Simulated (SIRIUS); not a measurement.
HfB: equation of state with PBEsol

HfB:

```xyz
2
Lattice="0.0000 2.3100 2.3100 2.3100 0.0000 2.3100 2.3100 2.3100 0.0000" Properties=species:S:1:pos:R:3 pbc="T T T"
Hf    2.3100    2.3100    2.3100
B     0.0000    0.0000    0.0000
```

- Program: SIRIUS 7.12.0
- Task: equation of state
- Functional: PBEsol
- Potentials or basis: PseudoDojo 0.4.1 PBEsol standard (scalar relativistic)
- Cutoff: 1054 eV
- Density cutoff: 4214 eV
- k mesh: 10 × 10 × 10
- Occupations: fermi-dirac, width 0.05 eV
- Spin: no spin polarisation

The equilibrium volume is 13.78 Å³/atom (rough: see the caveat) and the bulk modulus is 179 GPa (rough).

Energy against volume, from the lowest point:
| volume (Å³/atom) | energy (meV/atom) |
| --- | --- |
| 11.587 | 234.16 |
| 11.833 | 172.99 |
| 12.080 | 121.75 |
| 12.326 | 79.58 |
| 12.573 | 45.69 |
| 12.819 | 19.38 |
| 13.066 | 0.00 |

All runs of the series together: 2.6 min on 1 thread of Intel(R) Xeon(R) 6975P-C (Granite Rapids), on a shared host.

Caveat: the minimum lies outside the volumes run. Spin-orbit coupling is left out, which matters for the levels of Hf.
